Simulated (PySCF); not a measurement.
**LiAs+: from the state search to spectroscopic constants**

The task here is to estimate one member of a computed series from the others.

Program: PySCF 2.14.0. Level of theory: Li 6-31G(d,p), As 6-31G(d,p), no relativity. These are calculated values, not measurements.

Set-up of the first run:

The job is set up so:

```yaml
atoms: Li, As
charge: 1
basis: Li 6-31G(d,p), As 6-31G(d,p)
Hamiltonian: no relativity
basis_functions: 46
electrons_treated: 35
masses_in_u: 7.0160, 74.9216
levels: PBE0, PBE, r²SCAN, r²SCANh, TPSSh, B2PLYP, CAM-B3LYP, HF, MP2, SCS-MP2, CCSD, CCSD(T)
grid: 80 radial by 434 angular points
occupations: held fixed by the projection of orbital angular momentum
dissociation_limit: Li+ + As, each in its ground configuration
starting_distance_in_angstrom: 2.560
values_of_2S_to_try: 1, 3
```

Launch:

```bash
$ OMP_NUM_THREADS=1 python dia.py task.json out
```

Steps of the session up to this table: Input; First curve: PBE0; Other states along the same grid; PBE; r²SCAN; r²SCANh; TPSSh; B2PLYP (double hybrid); CAM-B3LYP (range-separated hybrid); UHF; Adding correlation.

One table of the session follows, with a row left open; its other results are not shown here.

```
      level  Re (Å)  ωe (cm⁻¹)  De (eV)
        UHF   2.818      221.6    0.362
    UHF-MP2   2.777      234.4    0.408
UHF-SCS-MP2       ?          ?        ?
   UHF-CCSD   2.777      235.5    0.412
UHF-CCSD(T)   2.773      237.2    0.418
        PBE   2.792      223.5    0.458
     r²SCAN   2.807      218.9    0.387
      TPSSh   2.781      227.0    0.435
    r²SCANh   2.801      220.5    0.386
       PBE0   2.777      227.7    0.430
  CAM-B3LYP   2.764      230.1    0.448
     B2PLYP   2.772      231.0    0.437
```

**Question.** Estimate the row for UHF-SCS-MP2.

As computed: Re (Å): 2.783; ωe (cm⁻¹): 232.6; De (eV): 0.399. In the column «Re (Å)» it lies between TPSSh (2.781) and PBE (2.792).

De is counted to Li+ + As in their ground configurations.
